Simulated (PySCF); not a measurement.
# TaOBr: singlet, from a linear start

Where does singlet TaOBr go from a linear start, is the end point a minimum, and what are its modes, charges and moments?

The runs use PySCF 2.14.0; PBE0, basis Ta def2-TZVP with ECP60, O def2-TZVP, Br def2-TZVP, scalar-relativistic core potentials, no spin–orbit coupling, density fitting.

## Step 1: The starting structure

3 atoms, charge 0, spin multiplicity 1.

Bond lengths: Ta1–O2 1.830 Å, Ta1–Br3 2.600 Å. Angles: O2–Ta1–Br3 180.0°.

```xyz
3
charge 0 multiplicity 1
Ta    0.0000    0.0000    0.0000
O     0.0000    0.0000   -1.8300
Br    0.0000    0.0000    2.6000
```

## Step 2: First SCF at the start

One driver script runs all steps and calls PySCF; scf.py shows how it sets up the SCF of each step. The optimiser is the driver's own. After this first run the driver tries any further starts and a stability analysis.

Contents of scf.py:

```python
from pyscf import gto, scf, dft
mol = gto.M(atom='''
Ta     0.000000     0.000000     0.000000
O      0.000000     0.000000    -1.830000
Br     0.000000     0.000000     2.600000''',
    basis={'Ta': 'def2-TZVP', 'O': 'def2-TZVP', 'Br': 'def2-TZVP'},
    ecp={'Ta': 'def2-TZVP'},
    charge=0, spin=0)
mf = dft.RKS(mol, xc='PBE0')
mf.grids.atom_grid = (50, 194)
aux = {'Ta': 'def2-universal-JKFIT', 'O': 'def2-universal-JKFIT', 'Br': 'def2-universal-JKFIT'}
mf = mf.density_fit(auxbasis=aux)
mf.conv_tol = 1e-08
mf.diis_space = 10
mf.max_cycle = 60
mf.init_guess = 'minao'
mf.verbose = 4
mf.kernel()
```

Launch:

```console
OMP_NUM_THREADS=4 python axn.py task.json out
```

After this run come: Relaxing the singlet from the linear start; Vibrations and properties at this point; Following the imaginary mode; Vibrations and properties at this point; The broken-symmetry singlet; Hessian and properties.

**Question.** What will these runs give? Wanted: minimum; geometry; wavenumbers; dipole moment; highest occupied, lowest empty level; polar-tensor charge of Ta1; zero-point energy; atomisation energy; ⟨S²⟩.

As calculated:

```
                                          quantity                                        value
                                           minimum                 broken-symmetry (Ms = 0), Cs
                                          geometry  Ta–Br 2.437 Å, Ta–O 1.696 Å; Br–Ta–O 113.2°
                                wavenumbers (cm⁻¹)                               149, 267, 1034
                                     dipole moment                                       2.93 D
highest occupied, lowest empty level (either spin)                              -6.24, -2.96 eV
                        polar-tensor charge of Ta1                                      +1.18 e
                                 zero-point energy                                   8.7 kJ/mol
                               entropy at 298.15 K                              309.7 J/(mol K)
         atomisation energy (no zero-point energy)                                  1138 kJ/mol
                                              ⟨S²⟩                                        0.840
```

The linear start (C∞v) ends in a minimum of Cs symmetry, after a stop at a second-order saddle point 125.0 kJ/mol higher, from which it was pushed off along an imaginary mode. The determinant is spin-contaminated (⟨S²⟩ = 0.84 against 0.00), so it is no pure spin state. In the infrared the band at 1034 cm⁻¹ (stretch) leads. Only this shape and spin were tried, so other structures or states may lie lower. The SCF density has lower symmetry than the nuclear frame. With an element this heavy the missing spin–orbit coupling can shift these numbers.
